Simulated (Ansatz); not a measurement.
# Cl2HInSe: basis-set convergence

How large a basis does Cl2HInSe need? Two functionals are run in growing sets.

Program: Ansatz 0.2.0, Gaussian basis. Level of theory: one geometry, several basis sets. These are calculated values, not measurements.

Levels to be run: PBE0-D4/def2-SVP; ωB97M-V/def2-SVP; PBE0-D4/def2-QZVPP; ωB97M-V/def2-QZVPP; the functionals' def2-TZVPP values are taken from earlier runs.

**1. Structure used throughout**

An earlier PBE0-D4 in a triple-zeta def2 set relaxation fixed the geometry. In takes the def2 core potential; no spin-orbit term is included.

5 atoms, charge 0, spin multiplicity 1.

Atoms are counted from 1 here; the program's logs count them from 0.

Bond lengths: Cl1–In2 2.310 Å, In2–Cl3 2.307 Å, In2–Se4 2.472 Å, Se4–H5 1.470 Å. Angles: Cl1–In2–Cl3 116.4°, Cl1–In2–Se4 121.8°, Cl3–In2–Se4 121.8°, In2–Se4–H5 90.1°.

Coordinates:

```
Cl   -0.8306   -0.8908    2.0582
In    0.3389   -0.4820    0.1081
Cl    2.0514   -1.9460   -0.3883
Se   -0.2175    1.4209   -1.3692
H    -1.2922    1.8242   -0.4503
```

**2. PBE0-D4 in def2-SVP**

File in.yaml:

```yaml
crystal:
  periodic: [false, false, false]
  atoms:
    - {symbol: Cl, position_ang: [-0.830579, -0.890753, 2.058247]}
    - {symbol: In, position_ang: [0.338859, -0.482047, 0.108115]}
    - {symbol: Cl, position_ang: [2.051371, -1.946024, -0.388338]}
    - {symbol: Se, position_ang: [-0.217517, 1.420878, -1.369150]}
    - {symbol: H, position_ang: [-1.292235, 1.824247, -0.450273]}
basis:
  gaussian: {orbitals: def2-SVP}
hamiltonian: {xc: pbe0, dispersion: d4}
output: {orbitals: {seedname: orbitals}}
```

Started as:

```console
ansatz run in.yaml --threads 4 --pin off --events-out ev --progress --plain --max-ram 10444MiB
```

The runs that follow: ωB97M-V in def2-SVP; PBE0-D4 in def2-QZVPP; ωB97M-V in def2-QZVPP.

**Question.** What will the summary of the whole plan be? Wanted: PBE0-D4: double and triple zeta above quadruple; ωB97M-V: double and triple zeta above quadruple.

The runs gave:

| quantity | value |
| --- | --- |
| PBE0-D4: double and triple zeta above quadruple | 19.07, 2.15 eV |
| ωB97M-V: double and triple zeta above quadruple | 18.86, 2.07 eV |

For PBE0-D4 the step from double to triple zeta gains 16.92 eV and the next only 2.15 eV. These are total energies; as a rule much of such shifts cancels in differences, which this series doesn't test.
